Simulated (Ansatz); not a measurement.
Consider cell relaxations under several functionals of GdPd₃, space group Pm-3m (Ansatz's Python interface).

`lattice_gdpd3.py`:
```python
import argparse
import warnings

import ansatz
import numpy as np

parser = argparse.ArgumentParser(description='Relaxed cell of GdPd3 under several functionals.')
parser.add_argument('--kspacing', type=float, required=True, help='k-point sampling')
parser.add_argument('--occupations', default='fermi_dirac', help='how the bands are filled')
parser.add_argument('--scf-tol', type=float, required=True, help='SCF tolerance (eV)')
parser.add_argument('--force-tol', type=float, default=0.01, help='force threshold (eV/A)')
args = parser.parse_args()

def edges_and_angles(cell):
    cell = np.asarray(cell)
    a, b, c = np.linalg.norm(cell, axis=1)
    cosines = cell[1] @ cell[2] / (b * c), cell[0] @ cell[2] / (a * c), cell[0] @ cell[1] / (a * b)
    return (a, b, c, *np.degrees(np.arccos(cosines)))

warnings.simplefilter('ignore', ansatz.DeckWarning)

lattice = ansatz.Lattice.of(
    [4.08, 0.0, 0.0],
    [0.0, 4.08, 0.0],
    [0.0, 0.0, 4.08],
)
sites = [
    ('Gd', [0.0, 0.0, 0.0]),
    ('Pd', [0.0, 0.5, 0.5]),
    ('Pd', [0.5, 0.0, 0.5]),
    ('Pd', [0.5, 0.5, 0.0]),
]
crystal = ansatz.Crystal(lattice=lattice)
for symbol, position in sites:
    crystal = crystal.atom(symbol, position)
crystal = crystal.moments(Gd=4.9)

base = (
    crystal.calculation()
    .kpoints(spacing=args.kspacing)
    .occupations(args.occupations, width=100 * ansatz.meV)
    .spin(ansatz.SpinTreatment.COLLINEAR)
    .scf(tolerance=args.scf_tol)
    .relax(cell=True, force_tolerance=args.force_tol, max_steps=40)
)

levels = [('pbesol', 'none'), ('lda', 'none'), ('pbesol', 'd3bj')]
print('level            a       b       c    alpha   beta  gamma  V/atom  steps')
for name, dispersion in levels:
    seen = []
    run = base.functional(name, dispersion=dispersion).session().plan()
    out = run.execute(on_event=lambda e: seen.append(e) if e['event'] == 'relax_step' else None)
    cell = out.lattice.cell_ang
    label = name if dispersion == 'none' else f'{name}+{dispersion}'
    print('{:13s} {:7.4f} {:7.4f} {:7.4f} {:6.2f} {:6.2f} {:6.2f}'.format(label, *edges_and_angles(cell)), f'{abs(np.linalg.det(cell)) / len(out.lattice.sites):7.3f} {len(seen):5d}')
```

Rank the levels of theory by the volume of the relaxed cell.

From smallest to largest: PBEsol+D3BJ (16.17 Å³ an atom, -4.7 % against the start), LDA (16.34 Å³ an atom, -3.8 % against the start) and PBEsol (16.87 Å³ an atom, -0.6 % against the start). The spread is 4.3 % in volume.

The output:

```console
$ python lattice_gdpd3.py --kspacing 0.32 --scf-tol 1e-10
level            a       b       c    alpha   beta  gamma  V/atom  steps
pbesol         4.0713  4.0713  4.0713  90.00  90.00  90.00  16.871     4
lda            4.0281  4.0281  4.0281  90.00  90.00  90.00  16.340     6
pbesol+d3bj    4.0145  4.0145  4.0145  90.00  90.00  90.00  16.175     6
```

Caveats:
- Open f shells: without a Hubbard U, without spin-orbit coupling; the state reached hangs on the start and needn't be the lowest.
- Forces vanish by symmetry, so the ions can't move, and the end may be a saddle.
- Dispersion corrections can be off by several per cent in the lattices of metals, and by several GPa in the pressure at a fixed cell.
- For a metal this k-point mesh is coarse: on a finer one energies can move by several to tens of meV an atom and pressures by half a GPa or more, differences at one mesh by less.
- The starting cell is as deposited in a crystallographic database; the results hold for this polymorph, which needn't be the stable one.
- Wall time of the script: 71 s on 1 thread of Arm Neoverse V2, on a shared host, peak memory 0.47 GiB.
